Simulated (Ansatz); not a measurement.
# AlI3: one species, many methods

An exercise on one series of results from a longer session: the logs are not shown, and one member is left open.

Program: Ansatz 0.2.0, Gaussian basis. Level of theory: functionals in def2-TZVPP, the program's frozen cores in correlated methods. These are calculated values, not measurements.

The runs, in order: LDA (SPW92), PBE-D4, revPBE-D4, BLYP-D4, r2SCAN-D4, B97M-V, PBE0-D4, B3LYP-D4, r2SCANh-D4, r2SCAN0-D4, HSE06-D4, BHLYP-D4, CAM-B3LYP-D4, LC-ωPBE, ωB97X-V, ωB97M-V, B2PLYP, PBE-QIDH; CCSD(T)/def2-SVP; CCSD(T)/def2-TZVPP; MP2/def2-QZVPP; extrapolation to the limit; RPA on PBE.

### The geometry

An earlier PBE0-D4 in a triple-zeta def2 set relaxation fixed the geometry. I takes the def2 core potential; no spin-orbit term is included.

SMILES `[I][Al]([I])[I]`, 4 atoms, charge 0, spin multiplicity 1.

Atoms are counted from 1 here; the program's logs count them from 0.

Bond lengths: I1–Al2 2.450 Å, Al2–I3 2.450 Å, Al2–I4 2.450 Å. Angles: I1–Al2–I3 120.0°, I1–Al2–I4 120.0°, I3–Al2–I4 120.0°.

Set-up of the first run:

in.yaml reads:

```yaml
crystal:
  periodic: [false, false, false]
  atoms:
    - {symbol: I, position_ang: [0.944516, 0.534188, 2.193890]}
    - {symbol: Al, position_ang: [0.013875, -0.015100, -0.005077]}
    - {symbol: I, position_ang: [-0.127456, -2.352394, -0.726435]}
    - {symbol: I, position_ang: [-0.775435, 1.772905, -1.482678]}
basis:
  gaussian: {orbitals: def2-TZVPP}
hamiltonian: {xc: lda}
output: {orbitals: {seedname: orbitals}}
```

Started as:

```bash
> ansatz run in.yaml --threads 4 --pin off --events-out ev --progress --plain --max-ram 10444MiB
```

Steps of the session up to this table: LDA; PBE-D4 (GGA); revPBE-D4 (GGA); BLYP-D4 (GGA); r2SCAN-D4 (meta-GGA); B97M-V (meta-GGA); B3LYP-D4 (hybrid); r2SCANh-D4 (hybrid); r2SCAN0-D4 (hybrid); HSE06-D4 (hybrid); BHLYP-D4 (hybrid); CAM-B3LYP-D4 (range-separated); LC-ωPBE (range-separated); ωB97X-V (range-separated); ωB97M-V (range-separated); B2PLYP (double hybrid); PBE-QIDH (double hybrid).

One table of the session follows, with a row left open; its other results are not shown here.

It belongs to the step «Orbital energies across the functionals». 

| functional | HOMO (eV) | LUMO (eV) | gap (eV) |
| --- | --- | --- | --- |
| LDA (SPW92) | -6.78 | -2.93 | 3.85 |
| PBE-D4 | -6.61 | -2.66 | 3.95 |
| revPBE-D4 | -6.56 | -2.54 | 4.02 |
| BLYP-D4 | -6.41 | -2.54 | 3.86 |
| r2SCAN-D4 | -6.92 | -2.35 | 4.57 |
| B97M-V | -6.87 | -2.30 | 4.57 |
| PBE0-D4 | -7.73 | -1.92 | 5.82 |
| B3LYP-D4 | -7.46 | -2.12 | 5.34 |
| r2SCANh-D4 | -7.32 | -2.12 | 5.20 |
| r2SCAN0-D4 | ? | ? | ? |
| HSE06-D4 | -7.35 | -2.28 | 5.07 |
| BHLYP-D4 | -8.66 | -1.08 | 7.57 |
| CAM-B3LYP-D4 | -8.93 | -0.97 | 7.96 |
| LC-ωPBE | -10.28 | 0.03 | 10.32 |
| ωB97X-V | -9.94 | -0.02 | 9.92 |
| ωB97M-V | -9.81 | -0.24 | 9.57 |

Q: Estimate the row for r2SCAN0-D4 from the others.

Worked estimate for «HOMO (eV)». Against the share of exact exchange, r2SCAN-D4 (0, -6.92), r2SCANh-D4 (0.1, -7.32) give a slope of -4.00 per unit share; at 0.25 the line stands at -7.92.

As computed: HOMO (eV): -7.93; LUMO (eV): -1.77; gap (eV): 6.16. In «HOMO (eV)» the line misses by +0.01.
